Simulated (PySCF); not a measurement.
# C₄H₄FOS₂+: runs on many settings, part 1 of 2

Which settings matter for C₄H₄FOS₂+ (`CO[c+]1scc(F)s1`)?

Computed with PySCF 2.14.0, with density-fitted response routines of our own, on a single molecule in the gas phase. Atoms count from 0, in the outputs and in this text.

### Step 1. The starting structure

12 atoms, charge 1, multiplicity 1; geometry from: GFN2-xTB.

Bonds of the start (Å): C0–O1 1.43, O1–C2 1.29, C2–S3 1.72, S3–C4 1.72, C4–C5 1.34, C5–F6 1.31, C5–S7 1.76, S7–C2 1.72, C0–H8 1.09, C0–H9 1.09, C0–H10 1.09, C4–H11 1.08.

### Step 2. Ultraviolet spectrum: PBE0/aug-cc-pVDZ

Job settings and geometry (Å):

```
{"job": {"kind": "uv", "xc": "PBE0", "basis": "aug-cc-pVDZ", "nstates": 1, "ntriplets": 2, "tda": true}, "charge": 1, "multiplicity": 1}
C     -2.439144    -0.021968     0.076505
O     -1.389105     0.437985    -0.770050
C     -0.154845     0.246944    -0.438217
S      0.341207    -0.549524     1.003859
C      2.026082    -0.396669     0.685419
C      2.360957     0.225652    -0.455526
F      3.590564     0.430216    -0.855390
S      1.072269     0.813749    -1.496102
H     -2.422798     0.508050     1.031790
H     -3.364583     0.196507    -0.453502
H     -2.352131    -1.097022     0.250776
H      2.732724    -0.794605     1.394410
```

Level: TDA PBE0/aug-cc-pVDZ, vertical, gas phase, core orbitals frozen in the response.

Command:

```sh
OMP_NUM_THREADS=1 python probes_run.py task.json out
```

The driver reads the jobs from task.json and runs them one after another.

The program printed:

```text
coarse grid: 12248 points
cycle   1  E = -1125.2792380752  dE =  1.976e+00  |g| = 6.701e-01  |ddm| = 8.196e+00
cycle   2  E = -1125.0988775096  dE =  1.804e-01  |g| = 1.181e+00  |ddm| = 2.836e+00
cycle   3  E = -1125.3765221674  dE = -2.776e-01  |g| = 8.584e-02  |ddm| = 1.691e+00
cycle   4  E = -1125.3776037308  dE = -1.082e-03  |g| = 4.582e-02  |ddm| = 2.344e-01
cycle   5  E = -1125.3779815407  dE = -3.778e-04  |g| = 1.524e-02  |ddm| = 8.521e-02
cycle   6  E = -1125.3780219145  dE = -4.037e-05  |g| = 6.430e-03  |ddm| = 3.081e-02
cycle   7  E = -1125.3780333121  dE = -1.140e-05  |g| = 1.128e-03  |ddm| = 1.239e-02
cycle   8  E = -1125.3780335606  dE = -2.485e-07  |g| = 4.630e-04  |ddm| = 2.735e-03
final grid: 112624 points
cycle   9  E = -1125.3930497328  dE = -1.877e-05  |g| = 1.180e-02  |ddm| = 1.253e-01
cycle  10  E = -1125.3930142639  dE =  3.547e-05  |g| = 1.740e-02  |ddm| = 5.273e-02
cycle  11  E = -1125.3930807194  dE = -6.646e-05  |g| = 1.971e-03  |ddm| = 2.998e-02
cycle  12  E = -1125.3930816088  dE = -8.895e-07  |g| = 3.473e-04  |ddm| = 3.576e-03
cycle  13  E = -1125.3930816313  dE = -2.243e-08  |g| = 1.651e-04  |ddm| = 7.197e-04
cycle  14  E = -1125.3930816371  dE = -5.850e-09  |g| = 5.315e-05  |ddm| = 3.115e-04
cycle  15  E = -1125.3930816378  dE = -6.517e-10  |g| = 2.004e-05  |ddm| = 1.320e-04
converged SCF energy = -1125.3930816378

Static polarisability (au): isotropic 82.117, principal 51.324 86.186 108.841

Singlet excitations
state   eV       nm        f      main configurations
  1   4.6139    268.7   0.11397   H->L 0.93

Triplet excitations (Tamm-Dancoff, eV): 3.1273 4.2932
```

It took 29 s on 1 thread of Intel Xeon Platinum 8488C, shared host; peak memory 0.82 GiB.

The orbitals next to the gap, with their largest atomic shares:

```
orbital      eV                      atoms
 HOMO−3  -15.12  S3 26 %, O1 24 %, C0 15 %
 HOMO−2  -15.09  O1 23 %, C0 18 %, S3 16 %
 HOMO−1  -13.85   S7 47 %, S3 26 %, C2 8 %
   HOMO  -12.27  C4 25 %, C5 21 %, S3 14 %
   LUMO   -7.08  C2 36 %, S3 21 %, S7 21 %
 LUMO+1   -5.86  S7 34 %, S3 27 %, C2 15 %
 LUMO+2   -5.21  C5 33 %, C4 32 %, S7 11 %
```

With each of the 1 states as a Gaussian band of 0.4 eV half-width at 1/e, the curve within the window shown has maxima at 268 nm (ε 4,600) L/(mol cm). Beyond the last state computed it falls off for lack of states. The curve at chosen wavelengths:

(nm, ε (L/mol/cm)): (252, 2629), (254, 3011), (256, 3379), (259, 3874), (261, 4147), (263, 4363), (265, 4515), (268, 4613), (270, 4593), (272, 4509), (274, 4366), (277, 4061), (279, 3811), (281, 3534), (283, 3242), (286, 2792), (288, 2496), (290, 2210), (292, 1939), (295, 1569), (297, 1348), (299, 1149), (301, 973), (304, 747), (306, 622), (308, 514)

Leading natural transition orbitals of singlet state 1: the hole lies on C4, C5 about 27 % each; S3 10 %; F6 10 %; the particle on C2 40 %; S3, S7 about 20 % each; O1 12 %.

Further results of this job:

```
           property  computed
polarisability (Å³)     12.17
 HOMO–LUMO gap (eV)      5.19
      −ε(HOMO) (eV)     12.27
```

Orbitals, density, ELF and potential are computed afterwards from the orbital file.

Frontier orbitals at PBE0/aug-cc-pVDZ, with the share of their density that lies nearest to each atom:

```
orbital  energy (eV)                                   lies on
   HOMO       -12.27  C4, C5 about 22 % each; S3 13 %; O1 13 %
   LUMO        -7.08  C2 41 %; S3, S7 about 20 % each; O1 12 %
```

ELF in a plane through or near 10 of the atoms.

Ten even steps from '0' (0.00) to '9' (1.00):
```
0000000000000000000000000000
0000000000000000000000000000
0000000000000000000000000000
0000000110001331000000000000
0000006983015785100000000000
0000059998247998200000000000
0000049998561358201100000000
0000005982385716114410000000
0000000343272153037631000000
0000221288625884131457730000
0001686423404435672299980000
0001784722737456566699990000
0001764748827856455189980000
0000588416370622895018820000
0000255104361610573000000000
0000000005899710010000000000
0000000004898510000000000000
0000000001454200000000000000
0000000000010000000000000000
0000000000000000000000000000
```
The map spans 12.4 Å across and 8.6 Å up, centred on the molecule. Atoms in the plane (x, y in Å): C0 (2.4, 0.0), O1 (1.4, -0.9), C2 (0.1, -0.5), S3 (-0.3, 1.2), C4 (-2.0, 0.8), C5 (-2.4, -0.5), F6 (-3.6, -0.9), S7 (-1.1, -1.7), H9 (3.4, -0.5), H11 (-2.7, 1.6).

On the surface of density 0.002 e/bohr³ the electrostatic potential runs, from the 1st to the 99th percentile, from 3.14 V near F6 to 5.58 V near H11.

### Step 3. Excited states and response: PBE0/6-31G*

Settings changed since step 2:

```diff
@@ -1,2 +1,2 @@
-{"job": {"kind": "uv", "xc": "PBE0", "basis": "aug-cc-pVDZ", "nstates": 1, "ntriplets": 2, "tda": true}, "charge": 1, "multiplicity": 1}
+{"job": {"kind": "uv", "xc": "PBE0", "basis": "6-31G*", "nstates": 12, "ntriplets": 2, "tda": false}, "charge": 1, "multiplicity": 1}
 C     -2.439144    -0.021968     0.076505
```

Method: TDDFT PBE0/6-31G*, vertical, gas phase, core orbitals frozen in the response.

The program printed:

```text
coarse grid: 12248 points
cycle   1  E = -1125.2647441309  dE =  1.949e+00  |g| = 7.103e-01  |ddm| = 3.841e+00
cycle   2  E = -1125.0659511189  dE =  1.988e-01  |g| = 1.252e+00  |ddm| = 1.418e+00
cycle   3  E = -1125.3721195479  dE = -3.062e-01  |g| = 8.155e-02  |ddm| = 9.022e-01
cycle   4  E = -1125.3728011537  dE = -6.816e-04  |g| = 5.774e-02  |ddm| = 1.038e-01
cycle   5  E = -1125.3734400089  dE = -6.389e-04  |g| = 1.506e-02  |ddm| = 5.637e-02
cycle   6  E = -1125.3734838761  dE = -4.387e-05  |g| = 7.527e-03  |ddm| = 2.357e-02
cycle   7  E = -1125.3734994235  dE = -1.555e-05  |g| = 1.000e-03  |ddm| = 8.628e-03
cycle   8  E = -1125.3734996111  dE = -1.876e-07  |g| = 4.372e-04  |ddm| = 1.364e-03
final grid: 112624 points
cycle   9  E = -1125.2986611588  dE = -9.975e-06  |g| = 1.196e-02  |ddm| = 2.549e-02
cycle  10  E = -1125.2986283000  dE =  3.286e-05  |g| = 1.723e-02  |ddm| = 2.497e-02
cycle  11  E = -1125.2986938932  dE = -6.559e-05  |g| = 1.845e-03  |ddm| = 1.515e-02
cycle  12  E = -1125.2986946796  dE = -7.864e-07  |g| = 3.062e-04  |ddm| = 1.833e-03
cycle  13  E = -1125.2986946968  dE = -1.724e-08  |g| = 1.417e-04  |ddm| = 4.297e-04
cycle  14  E = -1125.2986947011  dE = -4.255e-09  |g| = 4.437e-05  |ddm| = 1.606e-04
cycle  15  E = -1125.2986947016  dE = -4.534e-10  |g| = 1.709e-05  |ddm| = 6.709e-05
converged SCF energy = -1125.2986947016

Static polarisability (au): isotropic 71.654, principal 38.982 78.244 97.736

Singlet excitations
state   eV       nm        f      main configurations
  1   4.5005    275.5   0.10149   H->L 0.97
  2   4.8104    257.7   0.00004   H->L+1 0.99
  3   5.9067    209.9   0.05358   H-1->L 0.81, H->L+2 0.15
  4   6.2691    197.8   0.00000   H-1->L+1 0.93
  5   6.4752    191.5   0.00008   H-3->L 0.96
  6   6.8712    180.4   0.00130   H->L+3 0.93
  7   6.9018    179.6   0.19812   H->L+2 0.63, H-2->L 0.16, H-1->L 0.10
  8   7.0972    174.7   0.07010   H-2->L 0.77, H->L+2 0.11
  9   7.2881    170.1   0.00149   H-4->L 0.93
 10   7.4542    166.3   0.00122   H->L+4 0.92
 11   7.6865    161.3   0.00043   H-2->L+1 0.60, H->L+5 0.16, H-5->L 0.10
 12   7.7157    160.7   0.00035   H-5->L 0.82

Triplet excitations (Tamm-Dancoff, eV): 3.1494 4.4347
```

It took 14 s on 1 thread of Intel Xeon Platinum 8488C, shared host; peak memory 0.7 GiB.

Key values: HOMO -12.21 eV, LUMO -6.99 eV; lowest singlet 4.50 eV.

### Step 4. Nuclear shieldings: PBE0/def2-SVP

Settings changed since step 3:

```diff
@@ -1,2 +1,2 @@
-{"job": {"kind": "uv", "xc": "PBE0", "basis": "6-31G*", "nstates": 12, "ntriplets": 2, "tda": false}, "charge": 1, "multiplicity": 1}
+{"job": {"kind": "nmr", "xc": "PBE0", "basis": "def2-SVP", "pop": true, "scf": {"aux": "def2-qzvpp-jkfit", "damp": 0.3}}, "charge": 1, "multiplicity": 1}
 C     -2.439144    -0.021968     0.076505
```

With the program's defaults for keys left out, this is: GIAO PBE0/def2-SVP NMR shielding, non-relativistic, gas phase.

The program printed:

```text
damping 0.30 in the first 6 cycles
final grid: 112624 points
cycle   1  E = -1124.7310811590  dE =  1.886e+00  |g| = 7.272e-01  |ddm| = 4.013e+00
cycle   2  E = -1124.7600235728  dE = -2.894e-02  |g| = 6.432e-01  |ddm| = 1.134e+00
cycle   3  E = -1124.7745276023  dE = -1.450e-02  |g| = 5.741e-01  |ddm| = 9.828e-01
cycle   4  E = -1124.7834689916  dE = -8.941e-03  |g| = 5.373e-01  |ddm| = 8.921e-01
cycle   5  E = -1124.7916329208  dE = -8.164e-03  |g| = 4.846e-01  |ddm| = 8.367e-01
cycle   6  E = -1124.6675897771  dE =  1.240e-01  |g| = 8.964e-01  |ddm| = 1.155e+00
cycle   7  E = -1124.3413724521  dE =  3.262e-01  |g| = 1.417e+00  |ddm| = 1.992e+00
cycle   8  E = -1124.8416823408  dE = -5.003e-01  |g| = 9.318e-02  |ddm| = 1.335e+00
cycle   9  E = -1124.8416194345  dE =  6.291e-05  |g| = 1.030e-01  |ddm| = 2.121e-01
cycle  10  E = -1124.8441570463  dE = -2.538e-03  |g| = 9.693e-03  |ddm| = 1.037e-01
cycle  11  E = -1124.8441743397  dE = -1.729e-05  |g| = 4.892e-03  |ddm| = 1.351e-02
cycle  12  E = -1124.8441795940  dE = -5.254e-06  |g| = 7.700e-04  |ddm| = 5.283e-03
cycle  13  E = -1124.8441797190  dE = -1.250e-07  |g| = 4.477e-04  |ddm| = 1.451e-03
cycle  14  E = -1124.8441797764  dE = -5.746e-08  |g| = 1.145e-04  |ddm| = 6.027e-04
cycle  15  E = -1124.8441797794  dE = -3.033e-09  |g| = 4.806e-05  |ddm| = 1.456e-04
cycle  16  E = -1124.8441797800  dE = -5.302e-10  |g| = 1.796e-05  |ddm| = 5.875e-05
converged SCF energy = -1124.8441797800

GIAO shielding tensors (ppm)
atom      isotropic    diamagn.    paramagn.     s11        s22        s33       span
  0 C      133.152     245.671    -112.518     99.850    108.369    191.237     91.387
  1 O      121.161     391.045    -269.884    -80.703    107.470    336.717    417.420
  2 C      -16.886     259.630    -276.515    -97.399    -32.437     79.178    176.577
  3 S      293.072    1057.070    -763.998     59.776    391.571    427.870    368.094
  4 C       88.988     257.275    -168.286     21.859     96.735    148.370    126.511
  5 C       29.872     255.015    -225.143    -32.718     57.616     64.716     97.434
  6 F      278.107     457.373    -179.267    188.770    254.081    391.469    202.698
  7 S      284.341    1054.171    -769.830     92.004    303.508    457.510    365.506
  8 H       27.498      28.960      -1.462     24.105     25.279     33.110      9.004
  9 H       26.267      26.191       0.075     22.286     24.611     31.904      9.617
 10 H       27.573      29.243      -1.670     24.024     25.640     33.056      9.031
 11 H       24.579      27.984      -3.406     20.526     24.551     28.659      8.134
```

Run time: 15 s. Hardware: 1 thread of Intel Xeon Platinum 8488C, shared host; peak memory 0.87 GiB.

The references, computed at this level on geometries of the same kind, shield at (ppm): 1H TMS 31.81, 13C TMS 196.2, 19F CFCl3 208.9, 17O H2O 344.6. Their shielding less the atom's gives the shift. The references are single molecules in the gas phase, so shifts against H2O, NH3, PH3, H3PO4 or CFCl3 are not on the usual liquid scales and can be off by tens of ppm. Atoms listed in one row are averaged.

```
      atoms                                         environment  σ (ppm)  δ (ppm)
         C2                      aromatic carbon bearing oxygen    -16.9    213.0
         C5                    aromatic carbon bearing fluorine     29.9    166.3
         C4                 aromatic CH next to the ring sulfur     89.0    107.2
         C0                           methyl carbon bonded to O    133.2     63.0
        H11  hydrogen on an aromatic CH next to the ring sulfur    24.58     7.23
H8, H9, H10             hydrogen on a methyl carbon bonded to O    27.11     4.69
         O1                                        ether oxygen    121.2    223.5
         S7                                aromatic ring sulfur      284        –
         S3                                aromatic ring sulfur      293        –
         F6                                       aryl fluorine    278.1    -69.2
```

The run also stored atomic charges by several schemes (e):

```
atoms  Mulliken    IAO  Hirshfeld  ESP fit
   C0      0.07  -0.22       0.00    -0.14
   O1     -0.22  -0.20      -0.02    -0.05
   C2      0.06   0.00       0.12     0.05
   S3      0.25   0.47       0.27     0.28
   C4     -0.07  -0.34      -0.07    -0.35
   C5      0.21   0.20       0.10     0.18
   F6     -0.11  -0.18       0.00    -0.02
   S7      0.31   0.48       0.27     0.28
```

Mayer bond orders: C0–O1 0.84, O1–C2 1.32, C2–S3 1.26, S3–C4 1.07, C4–C5 1.65, C5–F6 1.15, C5–S7 1.07, S7–C2 1.24.

Ring of atoms C2, S3, C4, C5, S7: NICS(0) -13.0, NICS(1) -9.3, NICS(1)zz -16.3 ppm (means of both faces).

(Continued in part 2 of 2.)
